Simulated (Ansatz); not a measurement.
# KZrN: the cost of one run

Program: Ansatz 0.2.0. Level of theory: DFT PBE, scalar-relativistic, plane waves, PAW. These are calculated values, not measurements.

## 1. The structure to begin with

Symmetry: P-6m2, No. 187, hexagonal system. The conventional cell has a = 4.206 Å, b = 4.206 Å, c = 4.800 Å, α = 90.00°, β = 90.00°, γ = 120.00°. K (site symmetry -6m2) is surrounded by 6 Zr at 3.41 Å and 6 N at 3.41 Å. Zr (site symmetry -6m2) is surrounded by 3 N at 2.43 Å. N (site symmetry -6m2) is surrounded by 3 Zr at 2.43 Å and 6 K at 3.41 Å.

Structure file:

```
CELL_PARAMETERS angstrom
4.20552 0.00000 0.00000
-2.10276 3.64209 0.00000
0.00000 0.00000 4.80016
ATOMIC_POSITIONS crystal
K 0.00000 0.00000 0.00000
Zr 0.33333 0.66667 0.50000
N 0.66667 0.33333 0.50000
```

Recipe of the guess: species swapped into a database cell of SrCuSi (P-6m2, No. 187), with K on the Sr sites, N on the Si sites and Zr on the Cu sites. The dimensions are guesses.

## 2. A first look at the guess

File input.yaml:

```yaml
crystal:
  lattice:
    - [4.20552193, 0.0, 0.0]
    - [-2.10276097, 3.64208883, 0.0]
    - [0.0, 0.0, 4.80015971]
  atoms:
    - { symbol: K, position: [0.0, 0.0, 0.0] }
    - { symbol: Zr, position: [0.33333333, 0.66666667, 0.5] }
    - { symbol: "N", position: [0.66666667, 0.33333333, 0.5] }
basis:
  ecutwfc: 420
kpoints:
  mp_grid: { grid: [6, 6, 4] }
hamiltonian:
  xc: pbe
scf:
  occupations: { method: gaussian, width: 0.1 }
  lower_state_search: "off"
output:
  forces: true
  stress: true
  eigenvalues: true
```

The run is started by

```sh
> ansatz run input.yaml --threads 1 --pin off --max-ram 2560MiB --backend cpu --events-out ev --progress --plain --runs-dir out
```

Q: Estimate wall time and peak memory on 1 thread of Arm Neoverse V2, shared host.

About 2.4 s, with a peak of 0.33 GiB.
